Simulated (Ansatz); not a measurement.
# Ta3AsAu2O13 (Cm) in Ansatz: convergence with k mesh

Aim: find how far k mesh must go before the results for Ta3AsAu2O13 settle, at PBE. This setting moves, with any that are tied to it; all else stays.

Everything below comes from runs of Ansatz 0.2.0. Logs are shortened: lines on timing, memory, paths and dates and some standing lists are left out, and cuts for length are marked.

## 1. The structure

The structure is monoclinic, space group Cm (No. 8). The conventional cell has a = 12.861 Å, b = 3.887 Å, c = 10.986 Å, α = 90.00°, β = 103.45°, γ = 90.00°. Around Ta (site symmetry m) lie 4 O at 1.83 to 2.03 Å. Ta (site symmetry m) has 5 O at 1.83 to 2.10 Å as nearest neighbours. Ta (site symmetry m) has 5 O at 1.86 to 2.08 Å as nearest neighbours. Around As (site symmetry m) lie 3 O at 1.73 to 1.80 Å. Au (site symmetry m) is surrounded by 5 O at 1.97 to 2.26 Å. Au (site symmetry m) is surrounded by 4 O at 1.98 to 2.05 Å. O (site symmetry m) is surrounded by 1 As at 1.73 Å. O (site symmetry m) has 1 Ta at 1.83 Å and 1 Au at 1.97 Å as nearest neighbours.

The cell was built by a generator and needn't be a form met in nature.

## 2. With k mesh 2 × 2 × 1

The input, input.yaml:

```yaml
crystal:
  lattice:
    - [6.4303, -1.94333, -0.00483]
    - [6.4303, 1.94333, -0.00483]
    - [-2.54785, 0.0, 10.68617]
  atoms:
    - { symbol: Ta, position: [0.42174, 0.42174, 0.35289] }
    - { symbol: Ta, position: [0.60514, 0.60514, 0.67616] }
    - { symbol: Ta, position: [0.33575, 0.33575, 0.98865] }
    - { symbol: As, position: [0.62199, 0.62199, 0.00347] }
    - { symbol: Au, position: [0.71608, 0.71608, 0.3478] }
    - { symbol: Au, position: [0.30523, 0.30523, 0.63263] }
    - { symbol: O, position: [0.69967, 0.69967, 0.15479] }
    - { symbol: O, position: [0.56266, 0.56266, 0.34673] }
    - { symbol: O, position: [0.27377, 0.27377, 0.44492] }
    - { symbol: O, position: [0.32994, 0.32994, 0.81777] }
    - { symbol: O, position: [0.48263, 0.48263, 0.55126] }
    - { symbol: O, position: [0.75351, 0.75351, 0.62745] }
    - { symbol: O, position: [0.36278, 0.36278, 0.18289] }
    - { symbol: O, position: [0.87969, 0.87969, 0.36594] }
    - { symbol: O, position: [0.57427, 0.57427, 0.83568] }
    - { symbol: O, position: [0.11671, 0.11671, 0.67068] }
    - { symbol: O, position: [0.49325, 0.49325, 0.03078] }
    - { symbol: O, position: [0.16601, 0.16601, 0.98717] }
    - { symbol: O, position: [0.79918, 0.79918, 0.98234] }
hamiltonian:
  xc: pbe
  pseudopotentials: { kind: paw }
kpoints:
  mp_grid: { grid: [2, 2, 1] }
scf:
  occupations: { method: fermi_dirac, width: 0.05 }
output:
  forces: true
  stress: true
  eigenvalues: true
```

Potentials or basis: Ansatz PAW.

Run with:

```console
ansatz run input.yaml --threads 8 --pin off --max-ram 20480MiB --backend cpu --events-out ev --progress --plain --runs-dir out
```

It took 1.8 s on 8 threads of Arm Neoverse V2, shared host; peak memory 0.76 GiB.

What came out:

```yaml
Free_energy: -68325.3412 eV
Pressure: 0.0 GPa
Largest_force: 1.256 eV/Å
Band_gap_on_the_k_mesh: none (metal or under the smearing width)
```

## 3. With k mesh 3 × 3 × 1

input.yaml, as its differences from that of step 2:

```diff
@@ -29,3 +29,3 @@
 kpoints:
-  mp_grid: { grid: [2, 2, 1] }
+  mp_grid: { grid: [3, 3, 1] }
 scf:
```

Potentials or basis: Ansatz PAW.

Run with:

```console
ansatz run input.yaml --threads 8 --pin off --max-ram 20480MiB --backend cpu --events-out ev --progress --plain --runs-dir out
```

It took 3.1 s on 8 threads of Arm Neoverse V2, shared host; peak memory 0.87 GiB.

Results:

```yaml
Free_energy: -68325.5883 eV
Pressure: 0.0 GPa
Largest_force: 0.257 eV/Å
Band_gap_on_the_k_mesh: none (metal or under the smearing width)
```

## 4. With k mesh 4 × 4 × 2

input.yaml, as its differences from that of step 3:

```diff
@@ -29,3 +29,3 @@
 kpoints:
-  mp_grid: { grid: [3, 3, 1] }
+  mp_grid: { grid: [4, 4, 2] }
 scf:
```

Run with:

```console
ansatz run input.yaml --threads 8 --pin off --max-ram 20480MiB --backend cpu --events-out ev --progress --plain --runs-dir out
```

Wall time 7.4 s (8 threads of Arm Neoverse V2, shared host); peak memory 1.4 GiB.

Results:

```yaml
Free_energy: -68325.7135 eV
Pressure: 0.1 GPa
Largest_force: 0.060 eV/Å
Band_gap_on_the_k_mesh: none (metal or under the smearing width)
```

## 5. With k mesh 5 × 5 × 2

input.yaml, as its differences from that of step 4:

```diff
@@ -29,3 +29,3 @@
 kpoints:
-  mp_grid: { grid: [4, 4, 2] }
+  mp_grid: { grid: [5, 5, 2] }
 scf:
```

Run with:

```console
ansatz run input.yaml --threads 8 --pin off --max-ram 20480MiB --backend cpu --events-out ev --progress --plain --runs-dir out
```

Run time: 10 s. Hardware: 8 threads of Arm Neoverse V2, shared host; peak memory 1.5 GiB.

Results:

| Item | Value |
| --- | --- |
| Free energy | -68325.7339 eV |
| Pressure | 0.0 GPa |
| Largest force | 0.042 eV/Å |
| Band gap on the k mesh | none (metal or under the smearing width) |

## 6. With k mesh 7 × 7 × 3

input.yaml, as its differences from that of step 5:

```diff
@@ -29,3 +29,3 @@
 kpoints:
-  mp_grid: { grid: [5, 5, 2] }
+  mp_grid: { grid: [7, 7, 3] }
 scf:
```

Potentials or basis: Ansatz PAW.

Run with:

```console
ansatz run input.yaml --threads 8 --pin off --max-ram 20480MiB --backend cpu --events-out ev --progress --plain --runs-dir out
```

Run time: 23 s. Hardware: 8 threads of Arm Neoverse V2, shared host; peak memory 1.8 GiB.

Results (log left out):

* Free energy: -68325.7453 eV
* Pressure: 0.0 GPa
* Largest force: 0.012 eV/Å
* Band gap on the k mesh: none (metal or under the smearing width)

## 7. With k mesh 8 × 8 × 3

input.yaml, as its differences from that of step 6:

```diff
@@ -29,3 +29,3 @@
 kpoints:
-  mp_grid: { grid: [7, 7, 3] }
+  mp_grid: { grid: [8, 8, 3] }
 scf:
```

Run with:

```console
ansatz run input.yaml --threads 8 --pin off --max-ram 20480MiB --backend cpu --events-out ev --progress --plain --runs-dir out
```

Run time: 31 s. Hardware: 8 threads of Arm Neoverse V2, shared host; peak memory 2 GiB.

It converged, with:

| Quantity | Value |
| --- | --- |
| Free energy | -68325.7464 eV |
| Pressure | 0.0 GPa |
| Largest force | 0.012 eV/Å |
| Band gap on the k mesh | none (metal or under the smearing width) |

## 8. With k mesh 10 × 10 × 4

input.yaml, as its differences from that of step 7:

```diff
@@ -29,3 +29,3 @@
 kpoints:
-  mp_grid: { grid: [8, 8, 3] }
+  mp_grid: { grid: [10, 10, 4] }
 scf:
```

Run with:

```console
ansatz run input.yaml --threads 8 --pin off --max-ram 20480MiB --backend cpu --events-out ev --progress --plain --runs-dir out
```

Run time: 62 s. Hardware: 8 threads of Arm Neoverse V2, shared host; peak memory 2.8 GiB.

Results (log left out):

```
Free energy            : -68325.7472 eV
Pressure               : 0.0 GPa
Largest force          : 0.013 eV/Å
Band gap on the k mesh : none (metal or under the smearing width)
```

## 9. With k mesh 12 × 12 × 4

input.yaml, as its differences from that of step 8:

```diff
@@ -29,3 +29,3 @@
 kpoints:
-  mp_grid: { grid: [10, 10, 4] }
+  mp_grid: { grid: [12, 12, 4] }
 scf:
```

Potentials or basis: Ansatz PAW.

Run with:

```console
ansatz run input.yaml --threads 8 --pin off --max-ram 20480MiB --backend cpu --events-out ev --progress --plain --runs-dir out
```

Log:

```text
Warning: RAYON_NUM_THREADS=8 ignored (pool sized by the plan → 8); use --threads N
Engine: ansatz 0.2.0, aarch64-unknown-linux-gnu
Pseudopotentials: kind: paw
Pseudopotential: Ta, paw, valence charge 13, recommended cutoff 420 eV (normal), Ta.paw.azcp
Pseudopotential: As, paw, valence charge 15, recommended cutoff 420 eV (normal), As.paw.azcp
Pseudopotential: Au, paw, valence charge 19, recommended cutoff 420 eV (normal), Au.paw.azcp
Pseudopotential: O, paw, valence charge 6, recommended cutoff 420 eV (normal), O.paw.azcp
Functional definition: PBE
  parameter kappa = 0.804
  parameter beta = 0.06672455060314922
  exchange = pbe_x(kappa = kappa, mu = beta*pi^2/3)
  correlation = pbe_c(beta = beta)
Crystal: 19 atoms, lattice volume = 267.025 Å³
Basis set: ecut = 420 eV, 5263 PW (Γ), exchange–correlation on 90×90×150 points (8 copies of the dense FFT grid, shifted against one another)
Bands: 104, of which v1, the nominal top of the filled ones, is band 85 counted from 1 (84 counted from 0)
Symmetry: 2 space group operations
Space group: Cm (ITA 8), of the structure as read, at distance tolerance 6.4e-5 Å
k-points: 164 of 576 (time reversal used)
Non-local potential: Ta, projectors of the file, l = 0: 3, l = 1: 2, l = 2: 2, l = 3: 1
Non-local potential: As, projectors of the file, l = 0: 2, l = 1: 2, l = 2: 3, l = 3: 1
Non-local potential: Au, projectors of the file, l = 0: 3, l = 1: 2, l = 2: 2, l = 3: 1
Non-local potential: O, projectors of the file, l = 0: 2, l = 1: 2, l = 2: 1
PAW form: soft (Blöchl's): semilocal exchange-correlation on the pseudo side does not see the compensation charge
PAW one-centre angular grid: Ta, 590 points (default); XC on 64 Gauss nodes
PAW one-centre angular grid: As, 590 points (default); XC on 64 Gauss nodes
PAW one-centre angular grid: Au, 590 points (default); XC on 64 Gauss nodes
PAW one-centre angular grid: O, 110 points (default); XC on 64 Gauss nodes
Initial density: superposition of atomic densities (neutral atoms: chi_scale 0, normalization atom), corrected by the library's trained network
[... 15 lines left out ...]
SCF iter  13: F=-68325.747373 eV  HF=-68325.747373 eV  |F-HF|=1.97e-8  |Δ(HF+E_count)|=   5.01e-9  Δρ=3.32e-6  dr2=2.82e-8  ethr=5.88e-11  ⟨swp⟩=4.0  Hψ=49324  notcnv=0
SCF 1 converged in 13 iterations: F = -68325.747373 eV  dr2 = 2.82e-8
SCF converged after 13 iterations
Free energy (F): -68325.747373 eV
Harris-Foulkes:  -68325.747373 eV  (|F-HF|=1.97e-8)
Internal energy: -68325.729212 eV  (E = F + TS)
E sigma→0 (E₀):  -68325.738292 eV
Entropy (-TS):   -0.018160 eV (-0.956 meV/atom)
Fermi energy:    7.739517 eV
--- Per-component energies (eV) ---
  E_band       = -2000.505538
  E_kinetic    = 4654.328860
  E_local      = -16727.004524  (includes V_loc(G=0)·N_el)
  E_nonlocal   = 154.970159
  E_hartree    = 6830.937883
  E_xc         = -2133.577919
  E_vxc        = -2444.291096  (∫ρ·V_xc dr)
  E_paw        = -48497.498329  (= ΣΔE_a)
  E_vpaw       = -1300.420461  (= ΣTr[D̂ρ^β])
  E_aug_tail   = 0.035695  (compensation charges beyond the density's cutoff)
  E_ewald      = -12607.921037
  E_smearing   = -0.018160  (= −TS)
  E_closure    = 0.000000  (closes the sum)
  Σ components = -68325.747373   (vs F -68325.747373, Δ=0.00e0)
--- Forces (eV/Å), atoms counted from 1 ---
  atom   1  Ta    -0.00073292    -0.00000000     0.00192849
  atom   2  Ta     0.00167453    -0.00000000    -0.00852672
  atom   3  Ta     0.00962500     0.00000000     0.00117854
  atom   4  As     0.00043337     0.00000000     0.00364603
  atom   5  Au     0.00817623     0.00000000     0.00934619
  atom   6  Au     0.00387974     0.00000000     0.00319090
[... 11 lines left out ...]
  atom  18  O     -0.00732068    -0.00000000     0.00196165
  atom  19  O      0.00118172    -0.00000000    -0.00252083
  max |Σ_I F_I| component: 2.11e-5 eV/Å
--- Stress (GPa, compression-positive) ---
        0.025778       0.000000      -0.010264
        0.000000       0.024324      -0.000000
       -0.010265       0.000000       0.027968
  P = ⅓ Tr σ = 0.0260 GPa (0.260 kbar)
--- Band table (eV; the first three rows and the last of 164) ---
  k-point 0: bands = ["-97.8927", "-97.8610", "-60.5366", "-60.4601", "-60.3632", "-49.7617", "-49.6705", "-49.5234", "-49.1117", "-48.9775", "-48.7423", "-29.2907", "-29.2525", "-29.2347", "-29.1626", "-29.1622", "-27.2740", "-27.0978", "-27.0944", "-27.0654", "-27.0383", "-27.0044", "-26.9717", "-26.9593", "-26.8678", "-12.0834", "-11.3424", "-10.9389", "-10.4353", "-10.2788", "-10.1614", "-10.0565", "-9.9569", "-9.7597", "-9.6130", "-9.4293", "-9.0496", "-8.7849", "-1.7405", "0.6900", "0.8297", "1.0520", "1.3577", "1.4310", "1.5712", "1.6770", "1.8626", "1.9716", "2.2527", "2.7024", "2.8359", "2.9157", "3.0928", "3.2603", "3.6026", "3.6791", "4.0454", "4.2406", "4.4275", "4.4387", "4.6071", "4.7132", "4.9804", "4.9931", "5.1997", "5.2020", "5.2451", "5.3296", "5.4447", "5.4607", "5.5307", "5.6258", "5.7444", "5.7627", "5.8426", "5.9470", "6.1761", "6.3044", "6.5492", "6.6654", "6.8340", "6.9494", "7.0537", "7.1688", "7.7227", "7.8764", "8.4266", "9.4108", "10.3402", "10.9251", "11.2476", "11.4443", "11.6665", "11.7594", "12.1366", "12.1381", "12.6189", "12.8114", "12.9646", "13.2385", "13.6858", "14.0927", "14.7090", "15.0512"]
  k-point 1: bands = ["-97.8927", "-97.8610", "-60.5366", "-60.4601", "-60.3632", "-49.7617", "-49.6705", "-49.5234", "-49.1117", "-48.9775", "-48.7423", "-29.2907", "-29.2525", "-29.2347", "-29.1626", "-29.1622", "-27.2740", "-27.0978", "-27.0949", "-27.0655", "-27.0369", "-27.0051", "-26.9719", "-26.9592", "-26.8678", "-12.0814", "-11.3475", "-10.9355", "-10.4349", "-10.2820", "-10.1602", "-10.0549", "-9.9591", "-9.7653", "-9.6144", "-9.4147", "-9.0552", "-8.7846", "-1.7393", "0.6973", "0.8148", "1.0315", "1.3611", "1.4271", "1.5693", "1.6778", "1.8895", "1.9416", "2.2459", "2.6190", "2.9080", "2.9533", "3.1534", "3.3616", "3.6062", "3.6967", "3.9885", "4.1362", "4.4018", "4.4292", "4.6368", "4.7135", "4.9148", "5.0211", "5.1277", "5.2051", "5.2810", "5.2933", "5.4194", "5.4772", "5.4864", "5.6354", "5.7675", "5.8481", "5.8506", "5.9847", "6.1944", "6.3047", "6.6380", "6.6408", "6.8427", "6.9426", "6.9969", "7.1199", "7.7234", "7.8531", "8.4161", "9.4823", "10.3389", "10.9231", "11.2406", "11.3634", "11.6286", "11.7651", "12.1429", "12.3020", "12.6196", "12.7355", "12.9643", "13.2450", "13.7371", "14.1077", "14.7321", "14.9616"]
  k-point 2: bands = ["-97.8927", "-97.8610", "-60.5366", "-60.4601", "-60.3632", "-49.7617", "-49.6705", "-49.5234", "-49.1117", "-48.9775", "-48.7423", "-29.2907", "-29.2525", "-29.2347", "-29.1626", "-29.1622", "-27.2740", "-27.0978", "-27.0954", "-27.0655", "-27.0354", "-27.0059", "-26.9721", "-26.9592", "-26.8678", "-12.0793", "-11.3525", "-10.9322", "-10.4345", "-10.2855", "-10.1595", "-10.0522", "-9.9611", "-9.7701", "-9.6163", "-9.4013", "-9.0601", "-8.7847", "-1.7380", "0.7063", "0.7986", "1.0123", "1.3648", "1.4228", "1.5638", "1.6785", "1.8836", "1.9617", "2.2047", "2.6402", "2.9006", "2.9640", "3.2942", "3.3972", "3.6087", "3.7155", "3.9782", "4.0019", "4.3967", "4.4289", "4.6654", "4.7329", "4.8226", "5.0265", "5.0283", "5.1745", "5.3140", "5.3212", "5.4184", "5.4768", "5.4961", "5.6019", "5.8086", "5.8221", "5.9054", "6.0409", "6.2235", "6.3101", "6.6042", "6.7568", "6.8292", "6.9390", "6.9687", "7.0263", "7.7231", "7.8330", "8.4087", "9.5557", "10.3372", "10.9210", "11.2348", "11.2672", "11.6267", "11.7696", "12.1479", "12.4425", "12.6204", "12.6862", "13.0279", "13.1609", "13.7679", "14.1241", "14.7497", "14.9365"]
  k-point 163: bands = ["-97.8927", "-97.8610", "-60.5366", "-60.4601", "-60.3632", "-49.7617", "-49.6705", "-49.5234", "-49.1117", "-48.9775", "-48.7423", "-29.2907", "-29.2524", "-29.2347", "-29.1626", "-29.1622", "-27.2746", "-27.0978", "-27.0944", "-27.0656", "-27.0384", "-27.0044", "-26.9718", "-26.9593", "-26.8678", "-11.9326", "-11.2444", "-10.9266", "-10.5592", "-10.3818", "-10.2779", "-10.0612", "-10.0521", "-9.7019", "-9.6290", "-9.4175", "-9.0138", "-8.7743", "-1.4618", "0.2609", "0.8667", "1.0108", "1.3838", "1.4437", "1.5911", "1.7415", "2.0006", "2.1434", "2.5396", "2.7268", "2.7981", "2.9374", "3.2511", "3.3809", "3.6056", "3.6948", "3.8972", "4.0946", "4.1982", "4.3332", "4.5114", "4.6476", "4.7521", "4.9672", "5.0937", "5.0957", "5.2732", "5.3154", "5.4466", "5.4908", "5.5611", "5.6645", "5.6668", "5.7170", "5.9019", "6.1548", "6.3243", "6.5110", "6.5467", "6.5927", "6.7360", "6.8994", "7.0003", "7.1543", "7.6839", "7.7048", "8.3986", "9.6364", "10.3120", "10.9384", "11.2296", "11.5245", "11.9758", "12.1057", "12.1230", "12.4932", "12.6006", "12.6055", "13.2584", "13.3751", "13.6252", "14.0725", "14.7313", "15.0522"]
```

Wall time 91 s (8 threads of Arm Neoverse V2, shared host); peak memory 3.4 GiB.

Results:

```yaml
Free_energy: -68325.7474 eV
Pressure: 0.0 GPa
Largest_force: 0.013 eV/Å
Band_gap_on_the_k_mesh: none (metal or under the smearing width)
```

## 10. The series at a glance

| k mesh | energy less the tightest run, at zero smearing (meV/atom) | pressure (GPa) | largest force (eV/Å) | SCF cycles | CPU time (s) | peak memory (GiB) |
| --- | --- | --- | --- | --- | --- | --- |
| 2 × 2 × 1 | 22.36 | 0.02 | 1.256 | 17 | 11 | 0.76 |
| 3 × 3 × 1 | 9.01 | 0.02 | 0.257 | 15 | 22 | 0.87 |
| 4 × 4 × 2 | 2.15 | 0.06 | 0.060 | 16 | 57 | 1.4 |
| 5 × 5 × 2 | 0.93 | 0.04 | 0.042 | 14 | 80 | 1.5 |
| 7 × 7 × 3 | 0.18 | 0.03 | 0.012 | 12 | 180 | 1.8 |
| 8 × 8 × 3 | 0.09 | 0.03 | 0.012 | 13 | 240 | 2 |
| 10 × 10 × 4 | 0.02 | 0.03 | 0.013 | 13 | 490 | 2.8 |
| 12 × 12 × 4 | 0.00 | 0.03 | 0.013 | 13 | 720 | 3.4 |

Against the tightest run, the energy stays within 1 meV/atom from 5 × 5 × 2 on; the pressure stays within 0.1 GPa from 2 × 2 × 1 on; the largest force stays within 0.005 eV/Å from 7 × 7 × 3 on. Meshes of other sizes hit other points, so gaps and Fermi surfaces needn't settle smoothly. The tightest run that finished is the yardstick and may itself not be fully converged.
